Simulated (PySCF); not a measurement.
# From one method to the next for Te⁺ (quartet)

Starting from one script, swap the method and compare what comes out for Te⁺ (quartet).

The runs use PySCF 2.14.0; each script names its method and basis.

4 further runs of the same task are left out: 1 for a known fault of the program, 3 that didn't finish.

### 1 The atom

Te⁺ (quartet): 1 atom, charge 1, spin multiplicity 4.

### 2 The run that the others are compared with

The input, input.py:

```python
from pyscf import gto, dft, tdscf

mol = gto.M(
    atom='Te 0 0 0',
    basis='jorge-dzp',
    charge=1,
    spin=3,
    symmetry=True,
    verbose=4,
)
mf = dft.UKS(mol, xc='revpbe')
mf.kernel()
td = tdscf.TDA(mf)
td.nstates = 5
td.kernel()
td.analyze()
mf.dip_moment()
print('orbital energies (hartree):', [e[max(0, n-3):n+3].round(4) for e, n in zip(mf.mo_energy, mol.nelec)])
```

Command:

```
> OMP_NUM_THREADS=1 python input.py
```

Its log is not repeated here.

It gives: E(SCF) = -6607.943902 Eh, 6 cycles, ⟨S²⟩ = 3.751, excitations 10.61, 10.61, 10.61, 12.84, 12.84 eV.

No relativity is included for the heavy element. The quartet is typed in the script; nothing here shows that it is the ground state.

### 3 O3lyp

Edit 1 changes functional: revpbe → o3lyp.

The input, input.py:

```python
from pyscf import gto, dft, tdscf

mol = gto.M(
    atom='Te 0 0 0',
    basis='jorge-dzp',
    charge=1,
    spin=3,
    symmetry=True,
    verbose=4,
)
mf = dft.UKS(mol, xc='o3lyp')
mf.kernel()
td = tdscf.TDA(mf)
td.nstates = 5
td.kernel()
td.analyze()
mf.dip_moment()
print('orbital energies (hartree):', [e[max(0, n-3):n+3].round(4) for e, n in zip(mf.mo_energy, mol.nelec)])
```

Command:

```
> OMP_NUM_THREADS=1 python input.py
```

### 4 MP2 (UHF)

Edit 2 changes step after the SCF: tda → mp2; SCF type: UKS → UHF; functional: revpbe → none (Hartree–Fock).

The input, input.py:

```python
from pyscf import gto, scf, mp

mol = gto.M(
    atom='Te 0 0 0',
    basis='jorge-dzp',
    charge=1,
    spin=3,
    symmetry=True,
    verbose=4,
)
mf = scf.UHF(mol)
mf.kernel()
mp.MP2(mf).kernel()
mf.dip_moment()
print('orbital energies (hartree):', [e[max(0, n-3):n+3].round(4) for e, n in zip(mf.mo_energy, mol.nelec)])
```

### 5 Olyp

Edit 3 changes functional: revpbe → olyp.

input.py, as its differences from that of step 2:

```diff
@@ -10,3 +10,3 @@
 )
-mf = dft.UKS(mol, xc='revpbe')
+mf = dft.UKS(mol, xc='olyp')
 mf.kernel()
```

### 6 Number of roots 1

Edit 4 changes number of roots: 5 → 1.

input.py, as its differences from that of step 2:

```diff
@@ -13,3 +13,3 @@
 td = tdscf.TDA(mf)
-td.nstates = 5
+td.nstates = 1
 td.kernel()
```

### 7 Hf,lyp

Edit 5 changes functional: revpbe → hf,lyp.

input.py, as its differences from that of step 2:

```diff
@@ -10,3 +10,3 @@
 )
-mf = dft.UKS(mol, xc='revpbe')
+mf = dft.UKS(mol, xc='hf,lyp')
 mf.kernel()
```

What does the calculation give? Wanted: for each run, E(SCF); from base; gap, α spin; after the SCF.

The runs gave:

```
              run  E(SCF) (hartree)  from base (eV)  cycles  gap, α spin (eV)               after the SCF
             base      -6607.943902               0       6             12.97  lowest root found 10.61 eV
            o3lyp      -6609.885994  not comparable       6             13.73  lowest root found 10.53 eV
        MP2 (UHF)      -6605.749441  not comparable       8             20.17  MP2 correlation -13.911 eV
             olyp      -6610.338154  not comparable       6             12.78  lowest root found 10.60 eV
number of roots 1      -6607.943902          0.0000       6             12.97  lowest root found 10.61 eV
           hf,lyp      -6608.307837  not comparable       8             20.36   lowest root found 9.92 eV
```

The α-spin gap between the frontier levels is 12.8 eV with olyp (0 % exact exchange) and 13.7 eV with o3lyp (12 %). A lower total energy from another functional means nothing by itself.
